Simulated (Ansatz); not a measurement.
# H9ClO4: the cost of one run

Program: Ansatz 0.2.0. Level of theory: DFT PBE, plane waves, PAW, scalar-relativistic, no spin polarisation. These are calculated values, not measurements.

**1. The starting structure**

The cell holds 14 atoms (ClH9O4): a = 5.730 Å, b = 5.730 Å, c = 5.730 Å, α = 90.00°, β = 90.00°, γ = 90.00°.

Structure file:

```xyz
14
Lattice="5.7297 0.0000 0.0000 0.0000 5.7297 0.0000 0.0000 0.0000 5.7297" Properties=species:S:1:pos:R:3 pbc="T T T"
O     4.6320    1.3067    4.5565
H     5.2653    1.5294    3.8583
H     3.7911    1.2056    4.0866
O     0.5179    5.8441    0.5567
H     1.0768    5.2900   -0.0078
H     0.8941    5.7312    1.4420
O     1.9498    3.3615    1.8143
H     1.4176    3.2775    1.0095
H     2.6051    2.6524    1.7370
O     2.4970    3.5407    4.7034
H     3.3527    3.8848    4.4076
H     2.1791    3.0230    3.9491
Cl    4.7008    3.5433    1.1449
H     4.3603    3.5879    2.3780
```

**2. Relaxing the start**

File input.yaml:

```yaml
accuracy: low
crystal:
  lattice:
    - [5.72967, 0.0, 0.0]
    - [0.0, 5.72967, 0.0]
    - [0.0, 0.0, 5.72967]
  atoms:
    - { symbol: O, position: [0.8084257, 0.2280514, 0.7952378] }
    - { symbol: H, position: [0.9189477, 0.2669312, 0.6733812] }
    - { symbol: H, position: [0.6616617, 0.2104187, 0.7132304] }
    - { symbol: O, position: [0.0903849, 1.0199764, 0.0971573] }
    - { symbol: H, position: [0.1879276, 0.9232559, -0.0013636] }
    - { symbol: H, position: [0.1560447, 1.0002728, 0.251677] }
    - { symbol: O, position: [0.3403044, 0.5866785, 0.3166554] }
    - { symbol: H, position: [0.2474119, 0.5720183, 0.1761852] }
    - { symbol: H, position: [0.454664, 0.4629226, 0.3031591] }
    - { symbol: O, position: [0.4358041, 0.6179604, 0.8208898] }
    - { symbol: H, position: [0.585143, 0.6780211, 0.7692525] }
    - { symbol: H, position: [0.3803248, 0.5276106, 0.6892283] }
    - { symbol: Cl, position: [0.8204314, 0.6184084, 0.1998203] }
    - { symbol: H, position: [0.7610058, 0.6262001, 0.4150251] }
basis:
  ecutwfc: 420.0
kpoints:
  mp_grid: { grid: [1, 1, 1] }
hamiltonian:
  xc: pbe
scf:
  occupations: { method: fermi_dirac, width: 0.05 }
  lower_state_search: "off"
relax:
  f_tol: 0.3
  max_steps: 15
  adjacent_minimum: "off"
```

Launch:

```console
$ ansatz run input.yaml --threads 1 --pin off --max-ram 3072MiB --backend cpu --events-out ev --progress --plain --runs-dir out
```

Q: Estimate wall time and peak memory on 1 thread of Intel Xeon Platinum 8488C (Sapphire Rapids), shared host.

About 11 s, with a peak of 0.37 GiB.
